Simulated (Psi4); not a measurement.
# [SiCl3]+ (SMILES Cl[Si+](Cl)Cl): levels of theory compared

Aim: a comparison of 3 runs (M06-L/aug-cc-pVDZ, SVWN5/aug-cc-pVDZ, revPBE/aug-cc-pVDZ) of [SiCl3]+. 

The results are computed with Psi4 1.11.

## Step 1: The molecule

[SiCl3]+ has 4 atoms, charge +1, and is taken as a singlet. SMILES: `Cl[Si+](Cl)Cl`. One bond was lengthened or shortened from a relaxed shape.

Bond lengths: Cl1–Si2 1.947 Å, Si2–Cl3 1.947 Å, Si2–Cl4 2.239 Å. Angles: Cl1–Si2–Cl3 120.0°, Cl1–Si2–Cl4 120.0°, Cl3–Si2–Cl4 120.0°.

## Step 2: A single-point energy at M06-L/aug-cc-pVDZ (run 1)

The input, run.py:

```python
import psi4

psi4.set_memory(2200000000)
psi4.set_num_threads(1)
psi4.set_output_file('psi4.out', False)

geom = psi4.geometry("""
1 1
Cl
Si 1 1.946882
Cl 2 1.946883 1 119.99894
Cl 2 2.2389 1 119.99845 3 -179.98093
symmetry c1
""")

options = {'basis': 'aug-cc-pVDZ', 'reference': 'rks', 'puream': True, 'e_convergence': 1e-09, 'd_convergence': 1e-08, 'scf_type': 'pk', 'dft_radial_points': 99, 'dft_spherical_points': 590}
psi4.set_options(options)

e, wfn = psi4.energy("m06-l", return_wfn=True)
psi4.oeprop(wfn, "WIBERG_LOWDIN_INDICES", "QUADRUPOLE", "MULLIKEN_CHARGES", title="M06-L")
print(f'total energy {e:.8f} hartree = {e * 27.211386:.5f} eV')
```

Command:

```bash
$ python run.py
```

psi4.out:

```text
[...]
  Running in c1 symmetry.
[...]
  Nuclear repulsion =  315.293477662279543
[...]
  Multiplicity = 1
[...]
  Nalpha       = 32
  Nbeta        = 32
[...]
    Number of basis functions: 108
[...]
   @RKS iter   1: -1669.85121350170448    3.73333e-01   2.40193e-03 ADIIS/DIIS
[...]
   @RKS iter  11: -1669.88651926147213   -3.41061e-12   2.76828e-09 DIIS
[...]
    Orbital Energies [Eh]
    ---------------------
    Doubly Occupied:
       1A   -101.464550     2A   -101.464547     3A   -101.430937
       4A    -66.244125     5A     -9.685945     6A     -9.685940
       7A     -9.647305     8A     -7.392556     9A     -7.392553
      10A     -7.384706    11A     -7.384704    12A     -7.382929
      13A     -7.382926    14A     -7.355589    15A     -7.345716
      16A     -7.344284    17A     -5.633968    18A     -3.947469
      19A     -3.942395    20A     -3.941833    21A     -1.087877
      22A     -1.061125    23A     -1.003169    24A     -0.743156
      25A     -0.653786    26A     -0.625575    27A     -0.597564
      28A     -0.566359    29A     -0.564863    30A     -0.554074
      31A     -0.519069    32A     -0.509472
[...]
  @RKS Final Energy: -1669.88651926147213
   => Energetics <=
    Nuclear Repulsion Energy =            315.2934776622795425
    One-Electron Energy =               -2920.2702207602224007
    Two-Electron Energy =                1040.5100872837226689
    DFT Exchange-Correlation Energy =    -105.4198634472519700
    Empirical Dispersion Energy =           0.0000000000000000
    VV10 Nonlocal Energy =                  0.0000000000000000
    Total Energy =                      -1669.8865192614721309
[...]
 Multipole Moments:
 ------------------------------------------------------------------------------------
     Multipole            Electronic (a.u.)      Nuclear  (a.u.)        Total (a.u.)
 ------------------------------------------------------------------------------------
 L = 1.  Multiply by 2.5417464519 to convert [e a0] to [Debye]
 Dipole X            :          0.0002075            0.0001281            0.0003356
 Dipole Y            :         -0.4105050           -0.0501943           -0.4606993
 Dipole Z            :         -0.2369643           -0.0289619           -0.2659262
 Magnitude           :                                                    0.5319405
 L = 2.  Multiply by 1.3450342976 to convert [e a0^2] to [Debye ang]
 Quadrupole XX       :        -32.7469466            0.0000187          -32.7469280
 Quadrupole XY       :          0.0725783           -0.0733746           -0.0007963
[...]
  Mulliken Charges: (a.u.)
   Center  Symbol    Alpha    Beta     Spin     Total
       1    CL     8.54282  8.54282  0.00000 -0.08565
       2    SI     6.30327  6.30327  0.00000  1.39347
       3    CL     8.54282  8.54282  0.00000 -0.08564
       4    CL     8.61109  8.61109  0.00000 -0.22218
   Total alpha = 32.00000, Total beta = 32.00000, Total charge =  1.00000
  Wiberg Bond Indices using Orthogonal Lowdin Orbitals:
[...]
```

The script printed:

```text
total energy -1669.88651926 hartree = -45439.92665 eV
```

Run time: 29 s. Hardware: 1 thread of Intel Xeon 6975P-C (Granite Rapids), shared host; peak memory 1.1 GiB.

## Step 3: Energy and forces at SVWN5/aug-cc-pVDZ (run 2)

The input, cl3si.inp:

```
memory 2200 MB

molecule {
  1 1
  Cl    -1.523602    -0.816105     1.206918
  Si     0.032398    -0.193905     0.215918
  Cl     1.804398    -0.863405     0.665518
  Cl    -0.216000     1.292000    -1.440300
  symmetry c1
}

set basis aug-cc-pVDZ
set puream true
set e_convergence 1e-09
set d_convergence 1e-08
set scf_type pk
set dft_radial_points 99
set dft_spherical_points 590

E, wfn = gradient("scf", dft_functional={"name": "SVWN5", "x_functionals": {"LDA_X": {}}, "c_functionals": {"LDA_C_VWN": {}}}, return_wfn=True)
oeprop(wfn, "DIPOLE", "WIBERG_LOWDIN_INDICES", "LOWDIN_CHARGES")
```

Command:

```bash
$ psi4 cl3si.inp cl3si.out -n 1
```

cl3si.out:

```text
[...]
  Running in c1 symmetry.
[...]
  Nuclear repulsion =  315.293458268249140
[...]
  Multiplicity = 1
[...]
  Nalpha       = 32
  Nbeta        = 32
[...]
    Number of basis functions: 108
[...]
   @RKS iter   1: -1664.26585208673077    4.38850e-01   2.40516e-03 DIIS/ADIIS
[...]
   @RKS iter  10: -1664.30229600893858   -3.54703e-11   5.75761e-09 DIIS
[...]
    Orbital Energies [Eh]
    ---------------------
    Doubly Occupied:
       1A   -100.585511     2A   -100.585509     3A   -100.556158
       4A    -65.521599     5A     -9.413291     6A     -9.413268
       7A     -9.378834     8A     -7.271873     9A     -7.271870
      10A     -7.264192    11A     -7.264189    12A     -7.262099
      13A     -7.262093    14A     -7.239785    15A     -7.229315
      16A     -7.227547    17A     -5.402881    18A     -3.847562
      19A     -3.844120    20A     -3.843301    21A     -1.048055
      22A     -1.020469    23A     -0.966060    24A     -0.729060
      25A     -0.642114    26A     -0.616386    27A     -0.587568
      28A     -0.556666    29A     -0.553338    30A     -0.544305
      31A     -0.512815    32A     -0.503544
[...]
  @RKS Final Energy: -1664.30229600893858
   => Energetics <=
    Nuclear Repulsion Energy =            315.2934582682491396
    One-Electron Energy =               -2919.6420865245208915
    Two-Electron Energy =                1039.7566911502235598
    DFT Exchange-Correlation Energy =     -99.7103589028904054
    Empirical Dispersion Energy =           0.0000000000000000
    VV10 Nonlocal Energy =                  0.0000000000000000
    Total Energy =                      -1664.3022960089385833
[...]
  -Total Gradient:
     Atom            X                  Y                   Z
    ------   -----------------  -----------------  -----------------
       1        0.013003591426     0.003282693155    -0.006079989192
       2        0.008807940781    -0.052698638856     0.058725404892
       3       -0.014163238938     0.003667427912    -0.001658901125
       4       -0.007647287903     0.045742810563    -0.050980128264
[...]
 Multipole Moments:
 ------------------------------------------------------------------------------------
     Multipole            Electronic (a.u.)      Nuclear  (a.u.)        Total (a.u.)
 ------------------------------------------------------------------------------------
 L = 1.  Multiply by 2.5417464519 to convert [e a0] to [Debye]
 Dipole X            :          0.0457872            0.0064300            0.0522172
 Dipole Y            :         -0.2738444           -0.0385438           -0.3123882
 Dipole Z            :          0.3051696            0.0427937            0.3479633
 Magnitude           :                                                    0.4705226
[...]
```

It took 56 s on 1 thread of Intel Xeon 6975P-C (Granite Rapids), shared host; peak memory 0.71 GiB.

## Step 4: Energy and gradient at revPBE/aug-cc-pVDZ (run 3)

The input, cl3si.xyz:

```xyz
4
Cl3Si
Cl    -1.523602    -0.816105     1.206918
Si     0.032398    -0.193905     0.215918
Cl     1.804398    -0.863405     0.665518
Cl    -0.216000     1.292000    -1.440300
```

The input, cl3si.py:

```python
import psi4

psi4.set_memory(2200000000)
psi4.set_num_threads(1)
psi4.core.set_output_file('cl3si.out', False)

with open('cl3si.xyz') as f:
    atoms = ''.join(f.readlines()[2:])
geom = psi4.geometry('1 1\n' + atoms + 'symmetry c1')

psi4.set_options({
    'puream': True,
    'e_convergence': 1e-09,
    'd_convergence': 1e-08,
    'scf_type': 'pk',
    'dft_radial_points': 99,
    'dft_spherical_points': 590,
})

energy_value, wavefunction = psi4.gradient('revpbe/aug-cc-pVDZ', molecule=geom, return_wfn=True)
psi4.oeprop(wavefunction, 'WIBERG_LOWDIN_INDICES', 'MAYER_INDICES', 'DIPOLE')
print('gradient / Eh bohr^-1')
print(energy_value.np.round(6))
print(f'energy = {wavefunction.energy():.10f} Eh')
for k, v in sorted(psi4.core.scalar_variables().items()):
    print(f'{k:45s} {v:18.10f}')
```

Command:

```bash
$ python cl3si.py
```

cl3si.out:

```text
[...]
  Running in c1 symmetry.
[...]
  Nuclear repulsion =  315.293458268249140
[...]
  Multiplicity = 1
[...]
  Nalpha       = 32
  Nbeta        = 32
[...]
    Number of basis functions: 108
[...]
   @RKS iter   1: -1669.55172958263370    4.11715e-01   2.36096e-03 DIIS/ADIIS
[...]
   @RKS iter  10: -1669.58670925421802   -2.22826e-11   6.23969e-09 DIIS
[...]
    Orbital Energies [Eh]
    ---------------------
    Doubly Occupied:
       1A   -100.962957     2A   -100.962955     3A   -100.933329
       4A    -65.834351     5A     -9.450747     6A     -9.450733
       7A     -9.415973     8A     -7.267876     9A     -7.267873
      10A     -7.260251    11A     -7.260249    12A     -7.258174
      13A     -7.258171    14A     -7.235454    15A     -7.224972
      16A     -7.223231    17A     -5.440166    18A     -3.849894
      19A     -3.845585    20A     -3.844968    21A     -1.044472
      22A     -1.017597    23A     -0.962581    24A     -0.722037
      25A     -0.635599    26A     -0.608972    27A     -0.580432
      28A     -0.550088    29A     -0.547207    30A     -0.537987
      31A     -0.506062    32A     -0.496995
[...]
  @RKS Final Energy: -1669.58670925421802
   => Energetics <=
    Nuclear Repulsion Energy =            315.2934582682491396
    One-Electron Energy =               -2920.1022106857994913
    Two-Electron Energy =                1040.2826739491083572
    DFT Exchange-Correlation Energy =    -105.0606307857761124
    Empirical Dispersion Energy =           0.0000000000000000
    VV10 Nonlocal Energy =                  0.0000000000000000
    Total Energy =                      -1669.5867092542180217
[...]
  -Total Gradient:
     Atom            X                  Y                   Z
    ------   -----------------  -----------------  -----------------
       1        0.022462041636     0.006867353954    -0.011877364665
       2        0.009169260386    -0.054858124997     0.061136063700
       3       -0.024868298687     0.007538482702    -0.004175859559
       4       -0.006762641647     0.040450295761    -0.045080620219
[...]
 Multipole Moments:
 ------------------------------------------------------------------------------------
     Multipole            Electronic (a.u.)      Nuclear  (a.u.)        Total (a.u.)
 ------------------------------------------------------------------------------------
 L = 1.  Multiply by 2.5417464519 to convert [e a0] to [Debye]
 Dipole X            :          0.0467616            0.0064300            0.0531916
 Dipole Y            :         -0.2796782           -0.0385438           -0.3182220
 Dipole Z            :          0.3116649            0.0427937            0.3544586
 Magnitude           :                                                    0.4793073
[...]
```

The script printed:

```text
gradient / Eh bohr^-1
[[ 0.022462  0.006867 -0.011877]
 [ 0.009169 -0.054858  0.061136]
 [-0.024868  0.007538 -0.004176]
 [-0.006763  0.04045  -0.045081]]
energy = -1669.5867092542 Eh
CURRENT ENERGY                                  -1669.5867092542
CURRENT REFERENCE ENERGY                        -1669.5867092542
DD SOLVATION ENERGY                                 0.0000000000
DFT FUNCTIONAL TOTAL ENERGY                     -1669.5867092542
DFT TOTAL ENERGY                                -1669.5867092542
DFT VV10 ENERGY                                     0.0000000000
DFT XC ENERGY                                    -105.0606307858
GRID ELECTRONS ALPHA                               32.0000000986
GRID ELECTRONS BETA                                32.0000000986
GRID ELECTRONS TOTAL                               64.0000001972
NUCLEAR REPULSION ENERGY                          315.2934582682
ONE-ELECTRON ENERGY                             -2920.1022106858
PCM POLARIZATION ENERGY                             0.0000000000
PE ENERGY                                           0.0000000000
SCF ITERATION ENERGY                            -1669.5867092542
SCF ITERATIONS                                     10.0000000000
SCF TOTAL ENERGY                                -1669.5867092542
TWO-ELECTRON ENERGY                              1040.2826739491
XC GRID RADIAL POINTS                              99.0000000000
XC GRID SPHERICAL POINTS                          590.0000000000
XC GRID TOTAL POINTS                           227103.0000000000
```

Run time: 60 s. Hardware: 1 thread of Intel Xeon 6975P-C (Granite Rapids), shared host; peak memory 0.86 GiB.

## Step 5: The series

| run | level | task | energy (Eh) | HOMO energy (eV) | LUMO energy (eV) | HOMO–LUMO gap (eV) | wall time |
| --- | --- | --- | --- | --- | --- | --- | --- |
| 1 | M06-L/aug-cc-pVDZ | energy | -1669.886519 | -13.86 | -9.56 | 4.30 | 29 s |
| 2 | SVWN5/aug-cc-pVDZ | gradient | -1664.302296 | -13.70 | -10.02 | 3.69 | 56 s |
| 3 | revPBE/aug-cc-pVDZ | gradient | -1669.586709 | -13.52 | -9.70 | 3.82 | 60 s |

## Step 6: What came out

| quantity | value |
| --- | --- |
| run 3: total energy | -1669.58671 Eh |
| run 3: HOMO energy | -13.52 eV |
| run 3: LUMO energy | -9.70 eV |
| run 3: HOMO–LUMO gap | 3.82 eV |
| run 3: largest force on an atom | 4.250 eV/Å |

What this shows: The HOMO–LUMO gap runs from 3.69 eV (SVWN5/aug-cc-pVDZ) to 4.30 eV (M06-L/aug-cc-pVDZ). Totals of different functionals can't be ranked against each other. All runs together took 2.4 min, the longest 60 s.
